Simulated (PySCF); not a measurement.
**SnH3(pyrrolidide): geometry, NMR shifts and electronic excitations**

Aim: predict the NMR shifts and electronic excitations of SnH3(pyrrolidide) (`[H][Sn]([H])([H])[N]1CCCC1`).

The runs use PySCF 2.14.0, with density-fitted response routines of our own; the level of theory stands in each step. All values are computed, except where a source is named. Atoms count from 0, in the outputs and in this text.

### 1 Starting geometry

17 atoms, charge 0, multiplicity 1; geometry from: GFN2-xTB. The atoms were then displaced at random by about 0.03 Å, so the start is not that level's minimum.

Bonds of the start (Å): Sn0–H1 1.66, Sn0–H2 1.56, Sn0–H3 1.71, Sn0–N4 2.00, N4–C5 1.45, N4–C8 1.42, C5–C6 1.54, C5–H9 1.06, C5–H10 1.14, C6–C7 1.54, C6–H11 1.08, C6–H12 1.15, C7–C8 1.55, C7–H13 1.13, C7–H14 1.06, C8–H15 1.06, C8–H16 1.12.

### 2 Geometry optimisation at PBE0-D3(BJ)/def2-SVP

The job: settings as JSON, then the geometry in Å.

```
{"job": {"xc": "PBE0", "basis": "def2-SVP", "d3": "d3bj", "grid": 1, "maxiter": 40, "shake": 0.03, "kind": "geom"}, "charge": 0, "multiplicity": 1}
Sn     1.302820     2.049230     0.709410
H      1.438000     2.272330     2.351820
H      2.659570     2.034780    -0.062730
H      0.440210     3.396530     0.119070
N      0.277270     0.481520     0.005290
C     -1.151760     0.328220     0.155950
C     -1.385040    -0.898150    -0.739050
C     -0.050000    -1.670120    -0.720850
C      0.830480    -0.811500     0.214860
H     -1.683950     1.203200    -0.118410
H     -1.456710     0.065310     1.223640
H     -1.611750    -0.552090    -1.732480
H     -2.345630    -1.444220    -0.410290
H     -0.274540    -2.670570    -0.255720
H      0.299010    -1.828680    -1.707780
H      0.806830    -1.143380     1.219590
H      1.876660    -0.812990    -0.192070
```

Run with:

```
$ OMP_NUM_THREADS=1 python probes_run.py task.json out
```

The driver reads the jobs from task.json and runs them one after another.

The program printed:

```text
step   0  E = -427.63506471  max force = 0.068483
step   1  E = -427.65795165  max force = 0.010887
step   2  E = -427.65987140  max force = 0.003838
step   3  E = -427.66012990  max force = 0.001234
step   4  E = -427.66016100  max force = 0.000539
step   5  E = -427.66017838  max force = 0.000342
step   6  E = -427.66018286  max force = 0.000241
optimisation converged
```

Run time: 3.3 min. Hardware: 1 thread of Intel Xeon at 2.50GHz, shared host; peak memory 0.61 GiB.

Along the way:

| step | energy from step 0 (eV) | largest force component (eV/Å) |
| --- | --- | --- |
| 0 | 0.0000 | 3.5215 |
| 1 | -0.6228 | 0.5598 |
| 2 | -0.6750 | 0.1974 |
| 3 | -0.6821 | 0.0635 |
| 4 | -0.6829 | 0.0277 |
| 5 | -0.6834 | 0.0176 |
| 6 | -0.6835 | 0.0124 |

Close pairs (by a distance rule), those that changed most:

| bond | before (Å) | after (Å) | change (Å) |
| --- | --- | --- | --- |
| Sn0–H2 | 1.561 | 1.712 | +0.151 |
| Sn0–H1 | 1.663 | 1.725 | +0.062 |
| C8–H15 | 1.058 | 1.114 | +0.055 |
| C6–H12 | 1.153 | 1.100 | -0.053 |
| C5–H9 | 1.060 | 1.102 | +0.042 |
| C7–H14 | 1.059 | 1.099 | +0.041 |
| Sn0–N4 | 2.001 | 2.040 | +0.039 |
| C5–H10 | 1.141 | 1.114 | -0.027 |

The end geometry stands in the next job.

| at the end point | value |
| --- | --- |
| point group (found at 0.08 Å tolerance) | C1 |
| rotational constants (GHz, main isotopes) | 6.177, 0.919, 0.836 |
| dipole moment (D) | 0.26 |

### 3 Nuclear shieldings: PBE0/def2-TZVP+pcSseg-1

The job: settings as JSON, then the geometry in Å.

```
{"job": {"kind": "nmr", "xc": "PBE0", "basis": {"default": "pcSseg-1", "Sn": "def2-TZVP"}}, "charge": 0, "multiplicity": 1}
Sn     1.268965     2.148371     0.699805
H      1.367417     2.170836     2.421849
H      2.841687     2.084065     0.026520
H      0.372515     3.493693     0.138745
N      0.291152     0.501326    -0.001984
C     -1.139424     0.339848     0.138427
C     -1.434521    -0.896057    -0.722033
C     -0.125939    -1.713131    -0.672002
C      0.851768    -0.827116     0.122390
H     -1.682622     1.237398    -0.199801
H     -1.453073     0.143335     1.189584
H     -1.651680    -0.585849    -1.754434
H     -2.306018    -1.457917    -0.354771
H     -0.258853    -2.693658    -0.191121
H      0.255041    -1.897578    -1.686649
H      0.894110    -1.181580     1.177263
H      1.880947    -0.866569    -0.271539
```

With the program's defaults for keys left out, this is: GIAO PBE0/pcSseg-1 Sn:def2-TZVP NMR shielding, scalar relativity only through core potentials, gas phase.

The program printed:

```text
coarse grid: 61064 points
cycle   1  E = -426.3185703846  dE = -3.498e+01  |g| = 2.672e+00  |ddm| = 3.136e+01
cycle   2  E = -425.1905147719  dE =  1.128e+00  |g| = 4.235e+00  |ddm| = 8.004e+00
cycle   3  E = -427.7610596598  dE = -2.571e+00  |g| = 2.931e-01  |ddm| = 3.733e+00
cycle   4  E = -427.7632817788  dE = -2.222e-03  |g| = 2.893e-01  |ddm| = 5.183e-01
cycle   5  E = -427.7808229340  dE = -1.754e-02  |g| = 4.223e-02  |ddm| = 2.954e-01
cycle   6  E = -427.7812371986  dE = -4.143e-04  |g| = 1.138e-02  |ddm| = 5.784e-02
cycle   7  E = -427.7812681129  dE = -3.091e-05  |g| = 3.684e-03  |ddm| = 1.298e-02
cycle   8  E = -427.7812717328  dE = -3.620e-06  |g| = 5.680e-04  |ddm| = 4.718e-03
final grid: 128960 points
cycle   9  E = -427.7812567886  dE = -9.630e-08  |g| = 5.478e-04  |ddm| = 2.051e-03
cycle  10  E = -427.7812567395  dE =  4.908e-08  |g| = 7.314e-04  |ddm| = 1.055e-03
cycle  11  E = -427.7812568394  dE = -9.990e-08  |g| = 1.427e-04  |ddm| = 6.996e-04
cycle  12  E = -427.7812568436  dE = -4.201e-09  |g| = 1.255e-05  |ddm| = 1.332e-04
cycle  13  E = -427.7812568436  dE = -4.184e-11  |g| = 7.895e-06  |ddm| = 2.289e-05
converged SCF energy = -427.7812568436

GIAO shielding tensors (ppm)
atom      isotropic    diamagn.    paramagn.     s11        s22        s33       span
  0 Sn         nan         nan         nan        nan        nan        nan        nan
  1 H       26.096      27.329      -1.232     18.607     20.049     39.633     21.026
  2 H       26.217      27.813      -1.595     18.432     20.598     39.622     21.190
  3 H       26.227      27.834      -1.607     18.426     20.675     39.580     21.154
  4 N      216.578     325.879    -109.301    164.650    224.993    260.090     95.439
  5 C      130.079     245.443    -115.364     99.885    121.063    169.288     69.403
  6 C      157.633     247.305     -89.673    132.489    165.079    175.330     42.842
  7 C      158.383     247.871     -89.488    131.272    168.210    175.667     44.394
  8 C      130.921     245.054    -114.134    100.139    121.610    171.013     70.875
  9 H       28.154      30.588      -2.434     22.440     28.006     34.015     11.575
 10 H       28.759      30.393      -1.634     21.886     28.722     35.670     13.784
 11 H       29.671      29.735      -0.063     24.472     27.307     37.235     12.763
 12 H       29.780      29.137       0.642     24.927     27.059     37.353     12.426
 13 H       29.817      29.324       0.493     24.845     27.242     37.364     12.519
 14 H       29.596      29.637      -0.041     24.415     27.217     37.155     12.740
 15 H       28.707      30.357      -1.651     21.664     28.881     35.575     13.912
 16 H       28.119      30.515      -2.396     22.404     27.908     34.046     11.642
```

It took 97 s on 1 thread of Intel Xeon at 2.50GHz, shared host; peak memory 1.1 GiB.

Shifts follow as δ = σ(reference) − σ, with reference shieldings (ppm) from runs at the same level and on the same kind of geometry: 1H TMS 31.27, 13C TMS 184.4, 15N NH3 265.7. The references are single molecules in the gas phase, so shifts against H2O, NH3, PH3, H3PO4 or CFCl3 are not on the usual liquid scales and can be off by tens of ppm. Atoms listed in one row are averaged.

| atoms | environment | σ (ppm) | δ (ppm) |
| --- | --- | --- | --- |
| C5, C8 | carbon bonded to C, N, 2 H | 130.5 | 53.9 |
| C6, C7 | carbon bonded to 2 C, 2 H | 158.0 | 26.4 |
| H1, H2, H3 | hydrogen on a Sn bonded to N | 26.18 | 5.09 |
| H9, H10, H15, H16 | hydrogen on a carbon bonded to C, N | 28.43 | 2.83 |
| H11, H12, H13, H14 | hydrogen on a carbon bonded to 2 C | 29.72 | 1.55 |
| N4 | nitrogen bonded to 2 C, Sn | 216.6 | 49.1 |

Atoms past Kr carry core potentials, so their printed shieldings have no meaning and are left out of the table.

Charges from the same density, by scheme (e):

| atoms | Mulliken | ESP fit |
| --- | --- | --- |
| Sn0 | 0.51 | 0.38 |
| N4 | -0.82 | -0.31 |
| C5, C8 | 0.00 | -0.02 |
| C6, C7 | -0.23 | -0.13 |

Mayer bond orders: Sn0–N4 0.86, N4–C5 0.96, N4–C8 0.96, C5–C6 1.03, C6–C7 1.03, C7–C8 1.03.

With diffuse functions Mulliken charges and Mayer bond orders lose their meaning; the other schemes are steadier.

Ring of atoms N4, C5, C6, C7, C8: NICS(0) -7.8, NICS(1) -4.3, NICS(1)zz -6.0 ppm (means of both faces).

The fields below are evaluated on a grid from the run's orbitals.

Frontier orbitals at PBE0/def2-TZVP+pcSseg-1, with the share of their density that lies nearest to each atom:

| orbital | energy (eV) | lies on |
| --- | --- | --- |
| HOMO | -5.98 | N4 63 %; H10, H15 about 8 % each |
| LUMO | 0.09 | H1, H2, H3 about 18 % each; Sn0 15 %; N4 12 % |

ELF in a plane through or near 6 of the atoms.

Values, 10 rows by 14 columns:
```
0.00 0.00 0.00 0.00 0.00 0.00 0.00 0.00 0.00 0.00 0.00 0.00 0.00 0.00
0.00 0.00 0.00 0.00 0.00 0.00 0.03 0.04 0.00 0.00 0.00 0.00 0.00 0.00
0.00 0.00 0.08 0.56 0.13 0.02 0.98 0.98 0.06 0.01 0.02 0.00 0.00 0.00
0.00 0.01 0.72 0.98 0.75 0.02 0.93 0.96 0.40 0.47 0.69 0.09 0.00 0.00
0.00 0.01 0.27 0.23 0.35 0.35 0.71 0.62 0.82 0.41 0.60 0.06 0.00 0.00
0.00 0.01 0.22 0.50 0.70 0.51 0.25 0.65 0.50 0.62 0.21 0.01 0.00 0.00
0.00 0.01 0.35 0.61 0.31 0.09 0.42 0.18 0.89 0.34 0.59 0.06 0.00 0.00
0.00 0.00 0.33 0.85 0.41 0.02 0.99 0.99 0.14 0.10 0.09 0.01 0.00 0.00
0.00 0.00 0.00 0.01 0.00 0.00 0.54 0.66 0.01 0.00 0.00 0.00 0.00 0.00
0.00 0.00 0.00 0.00 0.00 0.00 0.00 0.00 0.00 0.00 0.00 0.00 0.00 0.00
```
The map spans 11.6 Å across and 9.4 Å up, centred on the molecule. Atoms in the plane (x, y in Å): Sn0 (-2.6, 0.0), N4 (-0.5, 0.0), C6 (1.7, 0.8), C7 (1.7, -0.8), H9 (-0.1, 2.1), H16 (-0.1, -2.1).

On the surface of density 0.002 e/bohr³ the electrostatic potential runs, from the 1st to the 99th percentile, from -1.02 V near N4 to 1.25 V near Sn0.

### 4 Ultraviolet spectrum: wB97X-D/def2-SVPD

The job, as its differences from that of step 3:

```diff
@@ -1,2 +1,2 @@
-{"job": {"kind": "nmr", "xc": "PBE0", "basis": {"default": "pcSseg-1", "Sn": "def2-TZVP"}}, "charge": 0, "multiplicity": 1}
+{"job": {"kind": "uv", "xc": "wB97X-D", "basis": "def2-SVPD", "ip": false, "nstates": 10}, "charge": 0, "multiplicity": 1}
 Sn     1.268965     2.148371     0.699805
```

Method: TDDFT wB97X-D/def2-SVPD, vertical, gas phase, core orbitals frozen in the response.

The program printed:

```text
coarse grid: 61064 points
cycle   1  E = -426.5038161558  dE = -2.165e+01  |g| = 2.469e+00  |ddm| = 1.452e+01
cycle   2  E = -427.0949039540  dE = -5.911e-01  |g| = 2.189e+00  |ddm| = 1.571e+01
cycle   3  E = -427.9067813364  dE = -8.119e-01  |g| = 1.499e-01  |ddm| = 4.384e+00
cycle   4  E = -427.9114529310  dE = -4.672e-03  |g| = 1.158e-01  |ddm| = 4.660e-01
cycle   5  E = -427.9144051805  dE = -2.952e-03  |g| = 3.259e-02  |ddm| = 2.168e-01
cycle   6  E = -427.9147315739  dE = -3.264e-04  |g| = 1.013e-02  |ddm| = 7.001e-02
cycle   7  E = -427.9147860560  dE = -5.448e-05  |g| = 4.247e-03  |ddm| = 3.144e-02
cycle   8  E = -427.9147990443  dE = -1.299e-05  |g| = 8.548e-04  |ddm| = 1.660e-02
cycle   9  E = -427.9148001645  dE = -1.120e-06  |g| = 1.942e-04  |ddm| = 6.029e-03
final grid: 128960 points
cycle  10  E = -427.9116160433  dE = -6.487e-06  |g| = 1.028e-03  |ddm| = 1.849e-02
cycle  11  E = -427.9116161700  dE = -1.268e-07  |g| = 5.813e-04  |ddm| = 4.087e-03
cycle  12  E = -427.9116162220  dE = -5.196e-08  |g| = 1.276e-04  |ddm| = 1.601e-03
cycle  13  E = -427.9116162256  dE = -3.664e-09  |g| = 5.116e-05  |ddm| = 2.256e-04
cycle  14  E = -427.9116162266  dE = -9.182e-10  |g| = 9.158e-06  |ddm| = 1.427e-04
converged SCF energy = -427.9116162266

Static polarisability (au): isotropic 95.962, principal 84.156 91.910 111.819

Singlet excitations
state   eV       nm        f      main configurations
  1   5.1662    240.0   0.03155   H->L+1 0.83
  2   5.6998    217.5   0.03390   H->L 0.87
  3   6.1660    201.1   0.00299   H->L+2 0.95
  4   6.4202    193.1   0.03787   H->L+3 0.87
  5   6.8086    182.1   0.02597   H->L+4 0.86
  6   7.1068    174.5   0.03909   H->L+6 0.82
  7   7.1888    172.5   0.00212   H->L+5 0.87
  8   7.7665    159.6   0.02798   H->L+7 0.72, H-4->L+1 0.08
  9   7.9593    155.8   0.01326   H->L+8 0.54, H->L+12 0.09
 10   7.9886    155.2   0.01211   H->L+9 0.40, H->L+8 0.13

Triplet excitations (Tamm-Dancoff, eV): 4.7791 5.5203 6.1233 6.1644
```

Wall time 2.4 min (1 thread of Intel Xeon at 2.50GHz, shared host); peak memory 1 GiB.

Frontier orbitals and where they lie:

| orbital | eV | atoms |
| --- | --- | --- |
| HOMO−3 | -10.92 | Sn0 34 %, H3 23 %, H2 21 % |
| HOMO−2 | -10.75 | C6 16 %, C7 16 %, H11 9 % |
| HOMO−1 | -10.71 | N4 23 %, Sn0 20 %, H3 8 % |
| HOMO | -7.85 | N4 57 %, C8 9 %, C5 9 % |
| LUMO | 1.56 | Sn0 56 %, H3 12 %, H2 11 % |
| LUMO+1 | 1.68 | Sn0 47 %, H1 10 %, N4 9 % |
| LUMO+2 | 2.50 | Sn0 56 %, H1 13 %, H3 9 % |

With each of the 10 states as a Gaussian band of 0.4 eV half-width at 1/e, the curve within the window shown has maxima at 224 nm (ε 1,700), 180 nm (ε 2,600), 159 nm (ε 2,100) L/(mol cm). Beyond the last state computed it falls off for lack of states. The curve at chosen wavelengths:

nm, ε (L/mol/cm) and a bar:
```
      150        759 #######
      155       1778 ####################
      160       2040 #######################
      165       1702 ###################
      169       1807 ####################
      174       2351 ###########################
      179       2635 ##############################
      184       2567 #############################
      189       2400 ###########################
      194       2131 ########################
      198       1829 ####################
      203       1510 ################
      208       1432 ###############
      213       1550 #################
      218       1681 ##################
      223       1726 ###################
      227       1716 ###################
      232       1678 ##################
      237       1602 ##################
      242       1452 ################
      247       1216 #############
      252        930 #########
      256        702 #######
      261        456 ####
      266        273 #
      271        152
```

Leading natural transition orbitals of singlet state 6: the hole lies on N4 65 %; H10, H15 about 8 % each; the particle on H2, H3, H15 about 13 % each; H1, H10 about 11 % each; H9, H11, H14 about 6 % each.

Leading natural transition orbitals of singlet state 1: the hole lies on N4 66 %; H10, H15 about 7 % each; the particle on H1 16 %; Sn0 16 %; N4 13 %.

Further results of this job:

| property | computed |
| --- | --- |
| dipole moment (D) | 0.31 |
| polarisability (Å³) | 14.22 |
| HOMO–LUMO gap (eV) | 9.41 |
| −ε(HOMO) (eV) | 7.85 |

### 5 Nuclear shieldings: B3LYP/def2-TZVP+pcSseg-1

The job, as its differences from that of step 4:

```diff
@@ -1,2 +1,2 @@
-{"job": {"kind": "uv", "xc": "wB97X-D", "basis": "def2-SVPD", "ip": false, "nstates": 10}, "charge": 0, "multiplicity": 1}
+{"job": {"kind": "nmr", "xc": "B3LYP", "basis": {"default": "pcSseg-1", "Sn": "def2-TZVP"}, "pop": false}, "charge": 0, "multiplicity": 1}
 Sn     1.268965     2.148371     0.699805
```

Method: GIAO B3LYP/pcSseg-1 Sn:def2-TZVP NMR shielding, scalar relativity only through core potentials, gas phase.

The program printed:

```text
coarse grid: 61064 points
cycle   1  E = -426.5758446506  dE = -3.487e+01  |g| = 2.738e+00  |ddm| = 3.127e+01
cycle   2  E = -424.1744083812  dE =  2.401e+00  |g| = 5.210e+00  |ddm| = 9.299e+00
cycle   3  E = -428.0736922566  dE = -3.899e+00  |g| = 4.434e-01  |ddm| = 5.564e+00
cycle   4  E = -428.0678297473  dE =  5.863e-03  |g| = 4.606e-01  |ddm| = 7.769e-01
cycle   5  E = -428.1132134719  dE = -4.538e-02  |g| = 5.575e-02  |ddm| = 5.055e-01
cycle   6  E = -428.1138512956  dE = -6.378e-04  |g| = 2.315e-02  |ddm| = 7.534e-02
cycle   7  E = -428.1139812299  dE = -1.299e-04  |g| = 5.137e-03  |ddm| = 2.243e-02
cycle   8  E = -428.1139876860  dE = -6.456e-06  |g| = 9.024e-04  |ddm| = 6.251e-03
final grid: 128960 points
cycle   9  E = -428.1139555113  dE = -1.284e-07  |g| = 8.028e-04  |ddm| = 2.452e-03
cycle  10  E = -428.1139554876  dE =  2.375e-08  |g| = 8.379e-04  |ddm| = 1.239e-03
cycle  11  E = -428.1139556254  dE = -1.378e-07  |g| = 1.204e-04  |ddm| = 6.922e-04
cycle  12  E = -428.1139556288  dE = -3.349e-09  |g| = 9.942e-06  |ddm| = 1.047e-04
cycle  13  E = -428.1139556288  dE = -1.182e-11  |g| = 8.380e-06  |ddm| = 1.995e-05
converged SCF energy = -428.1139556288

GIAO shielding tensors (ppm)
atom      isotropic    diamagn.    paramagn.     s11        s22        s33       span
  0 Sn         nan         nan         nan        nan        nan        nan        nan
  1 H       26.250      27.588      -1.339     18.837     20.217     39.695     20.858
  2 H       26.383      28.096      -1.713     18.674     20.803     39.673     20.999
  3 H       26.393      28.115      -1.723     18.669     20.879     39.630     20.960
  4 N      206.162     326.087    -119.925    156.142    211.462    250.882     94.740
  5 C      123.440     245.470    -122.030     93.218    113.968    163.133     69.915
  6 C      151.536     247.063     -95.527    126.532    158.852    169.223     42.690
  7 C      152.322     247.620     -95.298    125.305    162.110    169.550     44.244
  8 C      124.283     245.113    -120.830     93.420    114.544    164.884     71.464
  9 H       28.246      30.690      -2.444     22.777     28.141     33.821     11.045
 10 H       28.827      30.605      -1.778     22.113     28.907     35.460     13.347
 11 H       29.788      29.882      -0.094     24.776     27.594     36.996     12.221
 12 H       29.885      29.106       0.779     25.268     27.320     37.067     11.799
 13 H       29.926      29.332       0.593     25.179     27.509     37.089     11.910
 14 H       29.713      29.740      -0.027     24.726     27.507     36.906     12.180
 15 H       28.771      30.565      -1.793     21.891     29.060     35.363     13.472
 16 H       28.209      30.632      -2.423     22.740     28.038     33.849     11.109
```

Wall time 64 s (1 thread of Intel Xeon at 2.50GHz, shared host); peak memory 1.2 GiB.

In short: δ C5 55.4, C6 27.3, N4 57.4, H1 5.04, H9 2.87 ppm (means over like atoms).

### 6 Side by side: NMR shifts

Shifts (ppm), means over like atoms, with basis size and wall time:

| run | C5 | C6 | H1 | H9 | H11 | N4 | functions | time |
| --- | --- | --- | --- | --- | --- | --- | --- | --- |
| PBE0/def2-TZVP+pcSseg-1 | 53.9 | 26.4 | 5.09 | 2.83 | 1.55 | 49.1 | 190 | 97 s |
| B3LYP/def2-TZVP+pcSseg-1 | 55.4 | 27.3 | 5.04 | 2.87 | 1.55 | 57.4 | 190 | 64 s |

### 7 Summary of results

| quantity | value |
| --- | --- |
| point group | C1 |
| rotational constants (main isotopes) | 6.18, 0.92, 0.84 GHz |
| 13C shifts against TMS (PBE0/def2-TZVP+pcSseg-1, means over atoms taken as alike) | 53.9, 26.4 ppm |
| 1H shifts against TMS (PBE0/def2-TZVP+pcSseg-1, means over atoms taken as alike) | 5.09, 2.83, 1.55 ppm |
| 15N shifts against NH3 (PBE0/def2-TZVP+pcSseg-1) | 49.1 ppm |
| surface potential, 1st and 99th percentile | -1.02 V and 1.25 V |
| lowest singlet (wB97X-D/def2-SVPD) | 5.17 eV (240 nm), f = 0.032 |
| brightest single state of those computed | state 6, 7.11 eV, f = 0.039 |
| lowest triplet | 4.78 eV |
| range of the shift of N4 | 49.1 to 57.4 ppm |

In words: The start was shaken at random, so part of the energy gained undoes that. Over 6 steps the energy fell by 0.683 eV; of the close pairs, Sn0–H2 changed most, 1.561 to 1.712 Å. No frequency check was run at this level, so the end point may be a saddle. At PBE0/def2-TZVP+pcSseg-1: The largest span, 95 ppm, is at N4, where the paramagnetic term is -109 ppm. The first singlet state (HOMO→LUMO+1 0.83) lies at 5.17 eV and is weak; of the 10 states computed, the strongest absorption comes from state 6 at 7.11 eV. The lowest triplet lies 0.39 eV below the lowest singlet (triplets in Tamm-Dancoff, singlets in full TDDFT). Spin-orbit coupling, left out, mixes singlets and triplets in elements this heavy. Across the 2 runs the shift of N4 moves most, between 49.1 (PBE0/def2-TZVP+pcSseg-1) and 57.4 ppm (B3LYP/def2-TZVP+pcSseg-1). Spin-orbit coupling is left out, which matters for shieldings and couplings at and beside the heavy atoms.
